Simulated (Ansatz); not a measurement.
**C2H3Te+ (SMILES [CH+]1C[Te]1): one structure at several levels**

An exercise on one series of results from a longer session: the logs are not shown, and one member is left open.

Program: Ansatz 0.2.0, Gaussian basis. Level of theory: single points in def2-TZVPP. These are calculated values, not measurements.

Correlated methods freeze the cores. Filled d shells of the heavier atoms are correlated. Core potentials replace the inner electrons past krypton, and spin-orbit coupling is left out. B3LYP uses VWN-RPA correlation.

## The system as given

SMILES `[CH+]1C[Te]1`, 6 atoms, charge 1, spin multiplicity 1.

Atoms are counted from 1 here; the program's logs count them from 0.

Bond lengths: C1–C2 1.391 Å, C1–Te3 2.013 Å, C1–H4 1.074 Å, C2–Te3 2.216 Å, C2–H5 1.103 Å, C2–H6 1.132 Å. Angles: C2–C1–Te3 78.9°, C2–C1–H4 144.2°, Te3–C1–H4 136.9°, C1–C2–Te3 63.1°, C1–C2–H5 119.6°, C1–C2–H6 117.2°, Te3–C2–H5 117.9°, Te3–C2–H6 117.8°, H5–C2–H6 112.9°, C1–Te3–C2 38.0°.

Coordinates:

```xyz
6
charge 1, multiplicity 1
C    -0.2469   -0.6841   -0.3227
C     0.0620    0.6101    0.0833
Te    1.2080   -1.0374    1.0233
H    -0.8853   -1.2681   -0.9591
H     0.5983    1.2839   -0.6061
H    -0.7049    1.1496    0.7176
```

The first run:

run/in.yaml

```yaml
crystal:
  periodic: [false, false, false]
  atoms:
    - {symbol: C, position_ang: [-0.246900, -0.684100, -0.322700]}
    - {symbol: C, position_ang: [0.062000, 0.610100, 0.083300]}
    - {symbol: Te, position_ang: [1.208000, -1.037400, 1.023300]}
    - {symbol: H, position_ang: [-0.885300, -1.268100, -0.959100]}
    - {symbol: H, position_ang: [0.598300, 1.283900, -0.606100]}
    - {symbol: H, position_ang: [-0.704900, 1.149600, 0.717600]}
basis:
  gaussian: {orbitals: def2-TZVPP}
total_charge: 1
correlation: {method: ccsd_t}
output: {forces: true}
```

No record of the launch command was kept for these runs.

Steps of the session up to this table: CCSD(T)/def2-TZVPP; PBE0-D4/def2-TZVPP; wB97M-V/def2-TZVPP; r2SCAN-D4/def2-TZVPP; PBE-D4/def2-TZVPP; B3LYP-D4/def2-TZVPP; BLYP-D4/def2-TZVPP.

One of the session's tables, all rows but one given; the rest of the session is left out.

| method | RMS force component (eV/Å) | angle to CCSD(T) forces (°) |
| --- | --- | --- |
| CCSD(T) | 1.007 | reference |
| PBE0-D4 | 0.863 | 20.1 |
| wB97M-V | ? | ? |
| r2SCAN-D4 | 0.810 | 16.4 |
| PBE-D4 | 0.771 | 14.4 |
| B3LYP-D4 | 0.836 | 13.7 |
| BLYP-D4 | 0.805 | 16.9 |

Estimate the missing values for wB97M-V.

**Answer.** RMS force component (eV/Å): 0.930; angle to CCSD(T) forces (°): 20.6. In the column «RMS force component (eV/Å)» it lies between PBE0-D4 (0.863) and CCSD(T) (1.007).
